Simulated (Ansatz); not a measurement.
# CuSn3 (P6_3/mmc) in Ansatz: reference runs

How does CuSn3 come out in PBE? The cell is run as given and disturbed.

Program: Ansatz 0.2.0. These are calculated values, not measurements. Logs are shortened: lines on timing, memory, paths and dates and some standing lists are left out, and cuts for length are marked.

## Step 1: The structure

It takes space group P6_3/mmc (No. 194, hexagonal). The conventional cell has a = 6.623 Å, b = 6.623 Å, c = 5.005 Å, α = 90.00°, β = 90.00°, γ = 120.00°. Sn (site symmetry mm2) is surrounded by 4 Cu at 3.11 to 3.31 Å and 8 Sn at 3.19 to 3.42 Å. Cu (site symmetry -6m2) is surrounded by 12 Sn at 3.11 to 3.31 Å.

The cell comes from a database or a generator and needn't be the stable form of this composition.

## Step 2: Single point, PBE

Contents of input.yaml:

```yaml
crystal:
  lattice:
    - [6.6228840908, 0.0, 0.0]
    - [-3.3114420454, 5.7355858689, 0.0]
    - [0.0, 0.0, 5.004808]
  atoms:
    - { symbol: Sn, position: [0.172339505, 0.34467901, 0.25] }
    - { symbol: Sn, position: [0.172339505, 0.827660495, 0.25] }
    - { symbol: Sn, position: [0.65532099, 0.827660495, 0.25] }
    - { symbol: Sn, position: [0.827660495, 0.65532099, 0.75] }
    - { symbol: Sn, position: [0.827660495, 0.172339505, 0.75] }
    - { symbol: Sn, position: [0.34467901, 0.172339505, 0.75] }
    - { symbol: Cu, position: [0.3333333333, 0.6666666667, 0.75] }
    - { symbol: Cu, position: [0.6666666667, 0.3333333333, 0.25] }
hamiltonian:
  xc: pbe
  pseudopotentials: { kind: paw }
kpoints:
  mp_grid: { grid: [5, 5, 6] }
scf:
  occupations: { method: fermi_dirac, width: 0.05 }
output:
  forces: true
  stress: true
  eigenvalues: true
```

Potentials or basis: Ansatz PAW.

Command:

```
> ansatz run input.yaml --threads 4 --pin off --max-ram 10240MiB --backend cpu --events-out ev --progress --plain --runs-dir out
```

The log of the run:

```text
Warning: RAYON_NUM_THREADS=4 ignored (pool sized by the plan → 4); use --threads N
Engine: ansatz 0.2.0, x86_64-unknown-linux-gnu
Pseudopotentials: kind: paw
Pseudopotential: Sn, paw, valence charge 14, recommended cutoff 420 eV (normal), Sn.paw.azcp
Pseudopotential: Cu, paw, valence charge 19, recommended cutoff 420 eV (normal), Cu.paw.azcp
Functional definition: PBE
  parameter kappa = 0.804
  parameter beta = 0.06672455060314922
  exchange = pbe_x(kappa = kappa, mu = beta*pi^2/3)
  correlation = pbe_c(beta = beta)
Crystal: 8 atoms, lattice volume = 190.113 Å³
Basis set: ecut = 420 eV, 3689 PW (Γ), exchange–correlation on 90×90×72 points (8 copies of the dense FFT grid, shifted against one another)
Bands: 74, of which v1, the nominal top of the filled ones, is band 61 counted from 1 (60 counted from 0)
Symmetry: 24 space group operations
Space group: P63/mmc (ITA 194), of the structure as read, at distance tolerance 5.8e-5 Å
k-points: 20 of 150
Non-local potential: Sn, projectors of the file, l = 0: 2, l = 1: 2, l = 2: 2, l = 3: 2
Non-local potential: Cu, projectors of the file, l = 0: 3, l = 1: 2, l = 2: 3, l = 3: 1
PAW form: soft (Blöchl's): semilocal exchange-correlation on the pseudo side does not see the compensation charge
PAW one-centre angular grid: Sn, 590 points (default); XC on 64 Gauss nodes
PAW one-centre angular grid: Cu, 590 points (default); XC on 64 Gauss nodes
Initial density: superposition of atomic densities (neutral atoms: chi_scale 0, normalization atom), corrected by the library's trained network
Initial wavefunctions: pseudopotential atomic-orbital guess
Functional: x = pbe(κ = 0.804, μ = 0.2195149727645171), c = pbe(β = 0.06672455060314922)
SCF iter   1: F=—  HF=-49393.801739 eV  |F-HF|=—  |Δ(HF+E_count)|=         —  Δρ=1.91e-3  dr2=7.94e-3  ethr=1.77e-3  ⟨swp⟩=5.8  Hψ=5662  notcnv=0  defer=30
preconditioner: auto → Kerker (q_TF=auto, 2.534 Å⁻¹)  [metal: Δε(μ)=0.097 eV  Ē_g=16.836 eV  σ=0.050 eV  W_gap=0.43  n_scr=58 (ndim 8)  ℏωp=27.7 eV  f_vac=0.000  D(μ)=3.20/eV (n_scr^D=20)]
SCF iter   2: F=—  HF=-49393.801461 eV  |F-HF|=—  |Δ(HF+E_count)|=   2.78e-4  Δρ=9.84e-4  dr2=2.68e-3  ethr=6.51e-6  ⟨swp⟩=2.1  Hψ=2175  notcnv=0  defer=58
SCF iter   3: F=—  HF=-49393.801194 eV  |F-HF|=—  |Δ(HF+E_count)|=   2.67e-4  Δρ=9.08e-4  dr2=1.33e-3  ethr=2.20e-6  ⟨swp⟩=2.0  Hψ=1838  notcnv=0  defer=58
SCF iter   4: F=—  HF=-49393.800894 eV  |F-HF|=—  |Δ(HF+E_count)|=   3.00e-4  Δρ=9.76e-5  dr2=2.45e-5  ethr=1.09e-6  ⟨swp⟩=2.0  Hψ=1702  notcnv=0  defer=58
SCF iter   5: F=—  HF=-49393.800874 eV  |F-HF|=—  |Δ(HF+E_count)|=   2.09e-5  Δρ=5.32e-5  dr2=5.13e-6  ethr=2.00e-8  ⟨swp⟩=2.4  Hψ=2192  notcnv=0  defer=58
SCF iter   6: F=—  HF=-49393.800873 eV  |F-HF|=—  |Δ(HF+E_count)|=   1.92e-7  Δρ=1.25e-5  dr2=4.70e-7  ethr=4.20e-9  ⟨swp⟩=3.0  Hψ=2724  notcnv=0  defer=58
SCF iter   7: F=—  HF=-49393.800873 eV  |F-HF|=—  |Δ(HF+E_count)|=   1.00e-8  Δρ=8.44e-6  dr2=1.44e-7  ethr=8.20e-11  ⟨swp⟩=10.8  Hψ=6232  notcnv=0
SCF iter   8: F=-49393.800873 eV  HF=-49393.800873 eV  |F-HF|=1.78e-8  |Δ(HF+E_count)|=   1.23e-8  Δρ=2.41e-6  dr2=1.18e-8  ethr=8.20e-11  ⟨swp⟩=4.2  Hψ=4331  notcnv=0
SCF 1 converged in 8 iterations: F = -49393.800873 eV  dr2 = 1.18e-8
SCF converged after 8 iterations
Free energy (F): -49393.800873 eV
Harris-Foulkes:  -49393.800873 eV  (|F-HF|=1.78e-8)
Internal energy: -49393.771698 eV  (E = F + TS)
E sigma→0 (E₀):  -49393.786286 eV
Entropy (-TS):   -0.029176 eV (-3.647 meV/atom)
Fermi energy:    11.390601 eV
--- Per-component energies (eV) ---
  E_band       = -1354.755123
  E_kinetic    = 1715.571596
  E_local      = -15293.776646  (includes V_loc(G=0)·N_el)
  E_nonlocal   = 600.091699
  E_hartree    = 7739.064316
  E_xc         = -2472.579965
  E_vxc        = -803.848976  (∫ρ·V_xc dr)
  E_paw        = -28151.102461  (= ΣΔE_a)
  E_vpaw       = -3050.909464  (= ΣTr[D̂ρ^β])
  E_aug_tail   = 0.000545  (compensation charges beyond the density's cutoff)
  E_ewald      = -13531.040782
  E_smearing   = -0.029176  (= −TS)
  E_closure    = -0.000000  (closes the sum)
  Σ components = -49393.800873   (vs F -49393.800873, Δ=0.00e0)
--- Forces (eV/Å), atoms counted from 1 ---
  atom   1  Sn     0.00000000     0.24381497     0.00000000
  atom   2  Sn     0.21114996    -0.12190748     0.00000000
  atom   3  Sn    -0.21114996    -0.12190748     0.00000000
  atom   4  Sn     0.00000000    -0.24381497     0.00000000
  atom   5  Sn    -0.21114996     0.12190748     0.00000000
  atom   6  Sn     0.21114996     0.12190748     0.00000000
  atom   7  Cu    -0.00000000     0.00000000     0.00000000
  atom   8  Cu    -0.00000000    -0.00000000     0.00000000
  max |Σ_I F_I| component: 5.55e-17 eV/Å
--- Stress (GPa, compression-positive) ---
        0.320446       0.000000       0.000000
        0.000000       0.320446       0.000000
        0.000000       0.000000       0.032724
  P = ⅓ Tr σ = 0.2245 GPa (2.245 kbar)
--- Band table (eV; the first three rows and the last of 20) ---
  k-point 0: bands = ["-100.8498", "-100.8498", "-58.2647", "-58.2647", "-58.2310", "-58.2310", "-58.2310", "-58.2310", "-10.2698", "-10.2598", "-10.2598", "-10.2356", "-10.2198", "-10.1954", "-10.1954", "-10.1909", "-10.1888", "-10.1888", "-10.1659", "-10.1594", "-10.1594", "-10.0889", "-10.0857", "-10.0857", "-10.0827", "-10.0827", "-10.0762", "-10.0696", "-10.0696", "-10.0419", "-10.0419", "-10.0218", "-10.0087", "-10.0087", "-9.9985", "-9.9985", "-9.9918", "-9.9548", "0.3494", "4.0813", "4.0813", "4.5335", "5.5131", "5.5131", "6.3123", "7.4478", "8.3289", "8.7262", "8.7262", "8.7482", "8.7482", "8.9777", "8.9777", "9.0027", "9.1365", "9.1365", "9.2093", "10.7264", "10.7264", "11.3288", "11.3288", "11.4721", "11.4721", "12.3822", "12.8383", "13.4584", "13.5488", "13.8553", "13.8553", "14.6148", "14.8807", "14.8807", "17.5575", "17.5575"]
  k-point 1: bands = ["-100.8498", "-100.8498", "-58.2647", "-58.2647", "-58.2310", "-58.2310", "-58.2310", "-58.2310", "-10.2642", "-10.2554", "-10.2554", "-10.2358", "-10.2077", "-10.2077", "-10.2038", "-10.1950", "-10.1818", "-10.1818", "-10.1613", "-10.1613", "-10.1507", "-10.1187", "-10.0862", "-10.0862", "-10.0752", "-10.0752", "-10.0742", "-10.0742", "-10.0622", "-10.0347", "-10.0347", "-10.0288", "-10.0288", "-10.0251", "-9.9926", "-9.9843", "-9.9843", "-9.9678", "0.5192", "4.0434", "4.2355", "4.2355", "5.5998", "5.5998", "6.4746", "6.8879", "8.5629", "8.5629", "8.6264", "8.6264", "8.9635", "8.9635", "8.9970", "9.0869", "9.1294", "9.1294", "9.5175", "9.5175", "9.8396", "10.7097", "10.7097", "11.2571", "11.5097", "13.0997", "13.0997", "13.7551", "14.4001", "14.4001", "15.3731", "15.6090", "15.6090", "15.9310", "17.5424", "17.5424"]
  k-point 2: bands = ["-100.8499", "-100.8499", "-58.2647", "-58.2647", "-58.2310", "-58.2310", "-58.2310", "-58.2310", "-10.2491", "-10.2447", "-10.2447", "-10.2267", "-10.2212", "-10.2212", "-10.2082", "-10.1775", "-10.1775", "-10.1664", "-10.1664", "-10.1607", "-10.1601", "-10.1171", "-10.0898", "-10.0898", "-10.0856", "-10.0856", "-10.0634", "-10.0614", "-10.0614", "-10.0475", "-10.0463", "-10.0463", "-10.0152", "-10.0152", "-9.9943", "-9.9895", "-9.9804", "-9.9804", "1.0256", "2.9382", "4.6791", "4.6791", "5.6899", "5.6899", "6.9057", "6.9668", "7.8177", "7.8177", "8.2764", "8.2764", "8.9266", "8.9809", "8.9809", "9.0117", "9.1060", "9.1060", "9.2095", "9.2095", "9.7499", "9.7499", "9.8725", "9.9057", "12.6506", "14.3624", "15.1319", "15.1319", "15.2390", "15.2390", "16.5996", "17.1037", "17.1037", "17.1443", "17.1443", "17.5381"]
  k-point 19: bands = ["-100.8499", "-100.8499", "-58.2647", "-58.2647", "-58.2310", "-58.2310", "-58.2310", "-58.2310", "-10.2340", "-10.2340", "-10.2107", "-10.2107", "-10.1814", "-10.1814", "-10.1656", "-10.1656", "-10.1533", "-10.1533", "-10.1384", "-10.1384", "-10.1223", "-10.1223", "-10.1200", "-10.1200", "-10.1032", "-10.1032", "-10.0786", "-10.0786", "-10.0736", "-10.0736", "-10.0533", "-10.0533", "-10.0466", "-10.0466", "-10.0252", "-10.0252", "-9.9924", "-9.9924", "2.8053", "2.8053", "3.2641", "3.2641", "4.5322", "4.5322", "7.4886", "7.4886", "8.5263", "8.5263", "8.6375", "8.6375", "8.8685", "8.8685", "9.0023", "9.0023", "9.1183", "9.1183", "9.5747", "9.5747", "10.8584", "10.8584", "11.8668", "11.8668", "12.8662", "12.8662", "13.6172", "13.6172", "14.0628", "14.0628", "14.9956", "14.9956", "16.1746", "16.1746", "16.9285", "16.9285"]
```

It took 2.6 s on 4 threads of Intel Xeon Platinum 8559C (Emerald Rapids), shared host; peak memory 0.82 GiB.

Results:

```
Free energy            : -49393.8009 eV
Pressure               : 0.2 GPa
Largest force          : 0.244 eV/Å
Band gap on the k mesh : none (metal or under the smearing width)
```

Forces in eV/Å, atoms in the order of the input:
```
Sn   0.000  0.244  0.000
Sn   0.211 -0.122  0.000
Sn  -0.211 -0.122  0.000
Sn   0.000 -0.244  0.000
Sn  -0.211  0.122  0.000
Sn   0.211  0.122  0.000
Cu   0.000  0.000  0.000
Cu   0.000  0.000  0.000
```

## Step 3: Single point, PBE (atoms moved at random, drawn with an rms of 0.05 Å)

Contents of input.yaml:

```yaml
crystal:
  lattice:
    - [6.6228840908, 0.0, 0.0]
    - [-3.3114420454, 5.7355858689, 0.0]
    - [0.0, 0.0, 5.004808]
  atoms:
    - { symbol: Sn, position: [0.178525, 0.351534, 0.241975] }
    - { symbol: Sn, position: [0.179008, 0.824742, 0.249815] }
    - { symbol: Sn, position: [0.649257, 0.824372, 0.257618] }
    - { symbol: Sn, position: [0.8263, 0.657945, 0.752493] }
    - { symbol: Sn, position: [0.834588, 0.180529, 0.743332] }
    - { symbol: Sn, position: [0.341343, 0.176053, 0.752652] }
    - { symbol: Cu, position: [0.336954, 0.671425, 0.753638] }
    - { symbol: Cu, position: [0.666954, 0.3287, 0.243868] }
hamiltonian:
  xc: pbe
  pseudopotentials: { kind: paw }
kpoints:
  mp_grid: { grid: [5, 5, 6] }
scf:
  occupations: { method: fermi_dirac, width: 0.05 }
output:
  forces: true
  stress: true
  eigenvalues: true
```

Potentials or basis: Ansatz PAW.

Command:

```
> ansatz run input.yaml --threads 4 --pin off --max-ram 10240MiB --backend cpu --events-out ev --progress --plain --runs-dir out
```

Wall time 13 s (4 threads of Intel Xeon Platinum 8559C (Emerald Rapids), shared host); peak memory 1.1 GiB.

The run converged. Its results:

```
Free energy            : -49393.8034 eV
Pressure               : 0.3 GPa
Largest force          : 0.295 eV/Å
Band gap on the k mesh : none (metal or under the smearing width)
```

Forces in eV/Å, atoms in the order of the input:
```
Sn  -0.028  0.025  0.064
Sn  -0.012 -0.002  0.021
Sn   0.002  0.036 -0.077
Sn   0.004 -0.184  0.018
Sn  -0.262  0.087  0.045
Sn   0.282  0.059 -0.063
Cu   0.005  0.000 -0.010
Cu   0.010 -0.022  0.004
```

Stress tensor (GPa, compression positive):
```
 0.51 -0.05 -0.01
-0.05  0.43  0.29
-0.01  0.29  0.05
```

Levels at points of the mesh, in eV from the Fermi level:
| k point | band 58 | band 59 | band 60 | band 61 | band 62 | band 63 | band 64 | band 65 |
| --- | --- | --- | --- | --- | --- | --- | --- | --- |
| (0.00, 0.00, 0.00) | -0.66 | -0.61 | -0.09 | 0.01 | 0.06 | 0.07 | 1.01 | 1.34 |
| (0.00, 0.00, -0.50) | -2.12 | -2.10 | -2.09 | -2.01 | -1.85 | 3.93 | 3.97 | 4.01 |
